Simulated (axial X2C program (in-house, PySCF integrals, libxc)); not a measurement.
# FGaF: bond lengths and stretches, held linear

Aim: the two bond lengths and stretching wavenumbers of linear FGaF, with and without spin–orbit coupling, at PBE0, HF, PBE, MP2.

Program: an in-house X2C program for linear molecules on PySCF integrals. Level of theory: all-electron X2C, two-component (2c) or spin-free, F dyall-av3z, Ga dyall-v3z. These are calculated values, not measurements.

All values are calculated.

1 further run of the same task is left out (set aside as unsound or not needed).

**1. The job**

Input file task.json:

```json
{"zs": [9, 31, 9], "q": 0, "bas": ["dyall-av3z", "dyall-v3z", "dyall-av3z"], "r0": [1.88, 1.88], "symm": 1, "scan": ["PBE0", "HF", "PBE"], "levels": ["PBE0", "HF", "PBE"], "nst": 2}
```

Keys: zs atomic numbers; q charge; bas basis sets; r0 starting distance in Å; symm equal bonds; scan levels of the two-bond scan (MP2 follows by itself at each HF point); levels methods; nst determinants followed.

Started as:

```
$ python solin.py task.json out
```

Masses F 18.998, Ga 68.926, F 18.998 u.

**2. Scan at PBE0, 2c**

State: Ω = 1/2 (beyond evenly filled blocks: ω = 1/2). Energies above the lowest point, from the job's result record:

| r(F–Ga) (Å) | r(Ga–F) (Å) | E (meV) |
| --- | --- | --- |
| 1.7511 | 1.7511 | 39.44 |
| 1.7511 | 1.7960 | 18.45 |
| 1.7511 | 1.8409 | 33.23 |
| 1.7960 | 1.7511 | 18.45 |
| 1.7960 | 1.7960 | 0.00 |
| 1.7960 | 1.8409 | 17.39 |
| 1.7960 | 1.8858 | 62.08 |
| 1.8409 | 1.7511 | 33.23 |
| 1.8409 | 1.7960 | 17.39 |
| 1.8409 | 1.8409 | 37.46 |
| 1.8858 | 1.7960 | 62.08 |
| 1.8858 | 1.8858 | 134.90 |

A quadratic surface with cubic terms in each bond gives the minimum at 1.795 and 1.795 Å, force constants 2.87, 2.87 and coupling 0.21 mdyn/Å.

**3. Scan at HF, 2c**

State: Ω = 1/2 (beyond evenly filled blocks: ω = 1/2). Energies above the lowest point, from the job's result record:

| r(F–Ga) (Å) | r(Ga–F) (Å) | E (meV) |
| --- | --- | --- |
| 1.7511 | 1.7511 | 0.00 |
| 1.7511 | 1.7960 | 0.23 |
| 1.7511 | 1.8409 | 36.39 |
| 1.7960 | 1.7511 | 0.23 |
| 1.7960 | 1.7960 | 3.35 |
| 1.7960 | 1.8409 | 42.59 |
| 1.7960 | 1.8858 | 109.02 |
| 1.8409 | 1.7511 | 36.39 |
| 1.8409 | 1.7960 | 42.59 |
| 1.8409 | 1.8409 | 85.04 |
| 1.8858 | 1.7960 | 109.02 |
| 1.8858 | 1.8858 | 227.86 |

A quadratic surface with cubic terms in each bond gives the minimum at 1.772 and 1.772 Å, force constants 3.26, 3.26 and coupling 0.25 mdyn/Å.

**4. Scan at PBE, 2c**

State: Ω = 1/2 (beyond evenly filled blocks: ω = 1/2). Energies above the lowest point, from the job's result record:

| r(F–Ga) (Å) | r(Ga–F) (Å) | E (meV) |
| --- | --- | --- |
| 1.7511 | 1.7511 | 91.89 |
| 1.7511 | 1.7960 | 48.42 |
| 1.7511 | 1.8409 | 41.69 |
| 1.7960 | 1.7511 | 48.42 |
| 1.7960 | 1.7960 | 7.03 |
| 1.7960 | 1.8409 | 2.43 |
| 1.7960 | 1.8858 | 26.18 |
| 1.8409 | 1.7511 | 41.69 |
| 1.8409 | 1.7960 | 2.43 |
| 1.8409 | 1.8409 | 0.00 |
| 1.8858 | 1.7960 | 26.18 |
| 1.8858 | 1.8858 | 54.05 |

A quadratic surface with cubic terms in each bond gives the minimum at 1.823 and 1.823 Å, force constants 2.53, 2.53 and coupling 0.17 mdyn/Å.

**5. Comparison**

| level | r(F–Ga) (Å) | r(Ga–F) (Å) | lower stretch (cm⁻¹) | upper stretch (cm⁻¹) |
| --- | --- | --- | --- | --- |
| PBE0, 2c | 1.795 | 1.795 | 524.3 | 606.7 |
| HF, 2c | 1.772 | 1.772 | 560.5 | 645.9 |
| PBE, 2c | 1.823 | 1.823 | 491.0 | 571.4 |
| MP2, 2c | 1.787 | 1.787 | 546.6 | 634.4 |
| PBE0, spin-free | 1.795 | 1.795 | 524.3 | 606.7 |
| HF, spin-free | 1.771 | 1.771 | 560.5 | 645.9 |
| PBE, spin-free | 1.822 | 1.822 | 491.1 | 571.5 |
| MP2, spin-free | 1.787 | 1.787 | 546.6 | 634.3 |

Scans not shown above were run alike.

In words: Over the levels the F–Ga bond spans 1.771 to 1.823 Å and the Ga–F bond 1.771 to 1.823 Å. At PBE0 spin–orbit coupling leaves both bonds unchanged to 0.001 Å. Each state is one determinant, the lowest of a limited PBE0 search; the stretches come from a fit to few points and are good to some per cent at best. The stretches are sorted by size, and where the two bonds are alike the symmetric and antisymmetric modes can swap order between levels. MP2 freezes inner shells (threshold -2 hartree). The molecule was held linear; bending was not examined, so a bent shape may lie lower.
